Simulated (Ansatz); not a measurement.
Here is an Ansatz input file for Ti₃Zn, space group Pm-3m. Write the same calculation for the Python package.

```yaml
crystal:
  lattice:
    - [4.003752, 0.0, 0.0]
    - [0.0, 4.003752, 0.0]
    - [0.0, 0.0, 4.003752]
  atoms:
    - { symbol: Ti, position: [0.0, 0.5, 0.5] }
    - { symbol: Ti, position: [0.5, 0.0, 0.5] }
    - { symbol: Ti, position: [0.5, 0.5, 0.0] }
    - { symbol: Zn, position: [0.0, 0.0, 0.0] }
kpoints:
  mp_grid: { kspacing: 0.3 }
hamiltonian:
  xc: pbesol
  dispersion: d3bj
scf:
  occupations: { method: fermi_dirac, width: 0.05 }
  mixing: { algorithm: anderson, beta: 0.3 }
basis:
  ecutwfc: "350 eV"
output:
  forces: true
  stress: true
  eigenvalues: true
```

On the command line:
```console
$ ansatz run input.yaml --threads 1 --pin off --max-ram 3072MiB --backend cpu --events-out ev --progress --plain --runs-dir out
Warning: basis.ecutwfc = 350 eV is below the records' recommended 420 eV, and the density's cutoff is lower with it unless basis.ecutrho_ratio is high enough to keep the records' density cutoff: compare with a run at a higher cutoff
Engine: ansatz 0.2.0, x86_64-unknown-linux-gnu
Pseudopotentials: kind: paw
Pseudopotential: Ti, paw, valence charge 12, recommended cutoff 420 eV (normal), Ti.paw.azcp
Pseudopotential: Zn, paw, valence charge 12, recommended cutoff 420 eV (normal), Zn.paw.azcp
Functional definition: PBEsol
  exchange = pbesol_x
  correlation = pbesol_c
Crystal: 4 atoms, lattice volume = 64.180 Å³
Basis set: ecut = 350 eV, 949 PW (Γ), exchange–correlation on 50×50×50 points (8 copies of the dense FFT grid, shifted against one another)
Bands: 29, of which v1, the nominal top of the filled ones, is band 24 counted from 1 (23 counted from 0)
Symmetry: 48 space group operations
Space group: Pm-3m (ITA 221), of the structure as read, at distance tolerance 4.0e-5 Å
k-points: 20 of 216
Non-local potential: Ti, projectors of the file, l = 0: 3, l = 1: 2, l = 2: 3, l = 3: 1
Non-local potential: Zn, projectors of the file, l = 0: 2, l = 1: 2, l = 2: 3, l = 3: 1
PAW form: soft (Blöchl's): semilocal exchange-correlation on the pseudo side does not see the compensation charge
PAW frozen core: Ti, regenerated for the run's functional, and the local potential with it (the file was generated under x = pbe(κ = 0.804, μ = 0.2195149727645171), c = pbe(β = 0.06672455060314922))
PAW frozen core: Zn, regenerated for the run's functional, and the local potential with it (the file was generated under x = pbe(κ = 0.804, μ = 0.2195149727645171), c = pbe(β = 0.06672455060314922))
PAW one-centre angular grid: Ti, 590 points (default); XC on 64 Gauss nodes
PAW one-centre angular grid: Zn, 590 points (default); XC on 64 Gauss nodes
Initial density: superposition of atomic densities (neutral atoms: chi_scale 0, normalization atom), corrected by the library's trained network
Initial wavefunctions: pseudopotential atomic-orbital guess
Functional: x = pbesol(κ = 0.804, μ = 0.12345679012345678), c = pbesol(β = 0.046)
SCF iter   1: F=—  HF=-10705.349243 eV  |F-HF|=—  |Δ(HF+E_count)|=         —  Δρ=8.23e-3  dr2=4.74e-2  ethr=1.77e-3  ⟨swp⟩=4.2  Hψ=2241  notcnv=0
preconditioner: auto → Kerker (q_TF=auto, 2.599 Å⁻¹)  [metal: Δε(μ)=0.036 eV  Ē_g=5.100 eV  σ=0.050 eV  W_gap=0.18  n_scr=18 (ndim 8)  ℏωp=22.7 eV  f_vac=0.000  D(μ)=4.96/eV (n_scr^D=56)]
SCF iter   2: F=—  HF=-10705.337999 eV  |F-HF|=—  |Δ(HF+E_count)|=   1.12e-2  Δρ=4.51e-3  dr2=1.80e-2  ethr=9.88e-5  ⟨swp⟩=2.5  Hψ=900  notcnv=0  κ⁻¹=1.0e0(r=1)
SCF iter   3: F=—  HF=-10705.333240 eV  |F-HF|=—  |Δ(HF+E_count)|=   4.76e-3  Δρ=1.41e-3  dr2=2.31e-3  ethr=3.76e-5  ⟨swp⟩=3.0  Hψ=1094  notcnv=0  κ⁻¹=2.2e-3(r=2)
SCF iter   4: F=—  HF=-10705.332816 eV  |F-HF|=—  |Δ(HF+E_count)|=   4.24e-4  Δρ=7.80e-4  dr2=8.73e-4  ethr=4.82e-6  ⟨swp⟩=1.8  Hψ=608  notcnv=0  κ⁻¹=7.9e-4(r=3)
SCF iter   5: F=—  HF=-10705.332526 eV  |F-HF|=—  |Δ(HF+E_count)|=   2.90e-4  Δρ=2.81e-4  dr2=2.08e-5  ethr=1.82e-6  ⟨swp⟩=2.0  Hψ=739  notcnv=0  κ⁻¹=4.3e-6(r=4)
SCF iter   6: F=—  HF=-10705.332409 eV  |F-HF|=—  |Δ(HF+E_count)|=   1.17e-4  Δρ=9.46e-5  dr2=4.06e-6  ethr=4.34e-8  ⟨swp⟩=2.0  Hψ=1038  notcnv=0  κ⁻¹=5.7e-7(r=5)
SCF iter   7: F=—  HF=-10705.332409 eV  |F-HF|=—  |Δ(HF+E_count)|=   1.84e-7  Δρ=3.62e-5  dr2=3.09e-7  ethr=8.46e-9  ⟨swp⟩=2.0  Hψ=999  notcnv=0  κ⁻¹=1.8e-7(r=6)
SCF iter   8: F=-10705.332409 eV  HF=-10705.332409 eV  |F-HF|=1.25e-8  |Δ(HF+E_count)|=   1.12e-7  Δρ=8.07e-6  dr2=3.34e-8  ethr=2.08e-10  ⟨swp⟩=5.2  Hψ=2277  notcnv=0
SCF 1 converged in 8 iterations: F = -10705.332409 eV  dr2 = 3.34e-8
  greatest PAW one-centre occupation: 0.999 electrons in one spin orbital (limit 2), on the Ti atom at site 2 (counted from 0), in its partial waves of l = 0
SCF converged after 8 iterations
Stability not checked: this state was not tested for a lower state beside it, because the mixer in use, unlike msr1, does not test its closes by its own steps (another_mixer; see scf.mixing.algorithm and scf.lower_state_search)
Free energy (F): -10705.332409 eV
Harris-Foulkes:  -10705.332409 eV  (|F-HF|=1.25e-8)
Internal energy: -10705.293581 eV  (E = F + TS)
E sigma→0 (E₀):  -10705.312995 eV
Entropy (-TS):   -0.038829 eV (-9.707 meV/atom)
Fermi energy:    13.121797 eV
--- Per-component energies (eV) ---
  E_band       = -387.395910
  E_kinetic    = 950.880072
  E_local      = -3868.319929  (includes V_loc(G=0)·N_el)
  E_nonlocal   = 637.633267
  E_hartree    = 1605.310979
  E_xc         = -428.179501
  E_vxc        = -420.099973  (∫ρ·V_xc dr)
  E_paw        = -4852.571207  (= ΣΔE_a)
  E_vpaw       = -898.125829  (= ΣTr[D̂ρ^β])
  E_aug_tail   = 0.003909  (compensation charges beyond the density's cutoff)
  E_ewald      = -4749.013393
  E_disp       = -2.253287  (pairwise vdW)
  E_core_change = 1.215508  (= ΣΔE_core)
  E_smearing   = -0.038829  (= −TS)
  E_closure    = 0.000000  (closes the sum)
  Σ components = -10705.332409   (vs F -10705.332409, Δ=0.00e0)
--- Forces (eV/Å), atoms counted from 1 ---
  atom   1  Ti     0.00000000     0.00000000     0.00000000
  atom   2  Ti     0.00000000    -0.00000000    -0.00000000
  atom   3  Ti     0.00000000     0.00000000    -0.00000000
  atom   4  Zn    -0.00000000     0.00000000     0.00000000
  max |Σ_I F_I| component: 1.25e-28 eV/Å
--- Stress (GPa, compression-positive) ---
       -9.366197       0.000000       0.000000
        0.000000      -9.366197       0.000000
        0.000000       0.000000      -9.366197
  P = ⅓ Tr σ = -9.3662 GPa (-93.662 kbar)
--- Band table (eV; the first three rows and the last of 20) ---
  k-point 0: bands = ["-43.2136", "-43.0434", "-43.0434", "-19.7867", "-19.7867", "-19.7867", "-19.4585", "-19.4585", "-19.4585", "-19.1990", "-19.1990", "-19.1990", "5.7928", "6.3003", "6.3003", "6.4048", "6.4048", "6.4048", "9.9655", "12.0946", "12.0946", "12.2049", "12.2049", "12.2049", "15.1069", "15.1069", "15.1069", "15.2759", "15.2759"]
  k-point 1: bands = ["-43.2034", "-43.0534", "-43.0434", "-19.7648", "-19.7648", "-19.7546", "-19.4664", "-19.4664", "-19.4621", "-19.2404", "-19.2142", "-19.2142", "6.0763", "6.3226", "6.3492", "6.4118", "6.4206", "6.4206", "10.1179", "11.6949", "12.2400", "12.2400", "12.2685", "12.3223", "14.3072", "14.3072", "14.6563", "15.1408", "15.8695"]
  k-point 2: bands = ["-43.1774", "-43.0794", "-43.0431", "-19.7111", "-19.7111", "-19.6662", "-19.4913", "-19.4913", "-19.4688", "-19.3476", "-19.2453", "-19.2453", "6.3660", "6.3729", "6.4257", "6.4536", "6.4536", "6.9630", "9.9095", "11.1051", "12.2629", "12.2629", "12.4135", "12.9151", "13.8768", "13.8768", "14.3098", "14.8565", "15.3894"]
  k-point 19: bands = ["-43.0987", "-43.0987", "-43.0987", "-19.9402", "-19.7756", "-19.7756", "-19.7756", "-19.2678", "-19.2678", "-19.2678", "-19.1782", "-19.1782", "6.3343", "6.3343", "6.3343", "6.5601", "6.5601", "8.4265", "11.5170", "11.5170", "11.5170", "12.7849", "12.7849", "12.7849", "13.9216", "13.9216", "13.9216", "14.1387", "15.1921"]
```

`ti3zn_deck.py`:
```python
"""Single point of Ti3Zn through the engine session."""

import warnings

import ansatz as az
import numpy as np

warnings.simplefilter("ignore", az.DeckWarning)

deck = {
    "crystal": {
        "lattice": [[4.003752, 0.0, 0.0], [0.0, 4.003752, 0.0], [0.0, 0.0, 4.003752]],
        "atoms": [
            {"symbol": "Ti", "position": [0.0, 0.5, 0.5]},
            {"symbol": "Ti", "position": [0.5, 0.0, 0.5]},
            {"symbol": "Ti", "position": [0.5, 0.5, 0.0]},
            {"symbol": "Zn", "position": [0.0, 0.0, 0.0]},
        ],
    },
    "kpoints": {"mp_grid": {"kspacing": 0.3}},
    "hamiltonian": {"xc": "pbesol", "dispersion": "d3bj"},
    "scf": {
        "occupations": {"method": "fermi_dirac", "width": 0.05},
        "mixing": {"algorithm": "anderson", "beta": 0.3},
    },
    "basis": {"ecutwfc": "350 eV"},
    "output": {"forces": True, "stress": True, "eigenvalues": True},
}

out = az.Session.from_dict(deck).plan().execute()
data = out.report

print(f"free energy      {data['free_energy_ev']:.5f} eV")
print(f"per atom         {data['free_energy_ev'] / len(out.lattice.sites):.5f} eV")
print(f"SCF iterations   {data['n_iterations']}  (converged: {data['converged']})")

edges = data.get("band_edges_ev")
if edges:
    print(f"band edges on the mesh: {edges[0]:.3f} and {edges[1]:.3f} eV, gap {edges[1] - edges[0]:.3f} eV")
else:
    print("no band edges reported (a metal, or a gap too narrow for this smearing); Fermi level", round(data["fermi_energy_ev"], 3), "eV")

# forces in eV per angstrom
forces = np.array(data["forces_ev_ang"])
norms = np.linalg.norm(forces, axis=1)
print("largest force {:.4f} eV/A on atom {}".format(norms.max(), norms.argmax()))
print(np.array2string(forces, precision=4, suppress_small=True))
```

```console
$ python ti3zn_deck.py
free energy      -10705.33241 eV
per atom         -2676.33310 eV
SCF iterations   8  (converged: True)
no band edges reported (a metal, or a gap too narrow for this smearing); Fermi level 13.122 eV
largest force 0.0000 eV/A on atom 0
[[ 0.  0.  0.]
 [ 0. -0. -0.]
 [ 0.  0. -0.]
 [-0.  0.  0.]]
```

The settings weren't tested for convergence. The cutoff lies under the one recommended for these potentials. No spin polarisation was allowed. Dispersion corrections can be off by several per cent in the lattices of metals, and by several GPa in the pressure at a fixed cell. The mesh is modest for a metal, so energies can be off by several to tens of meV an atom and pressures by half a GPa or more; differences at equal mesh fare better. Only differences from the Fermi energy are physical; the zero of the scale is a convention. The structure comes from a database of computed cells and needn't be a stable or known phase. Gaps and levels are Kohn-Sham values on a finite set of k-points. The script silences the warnings on its input, which a real study should read. It ran for 1.3 s on 1 thread of Intel(R) Xeon(R) 6975P-C (Granite Rapids) (shared host), peak memory 0.42 GiB.

(Lines on the test bed's own set-up are left out of the output.)
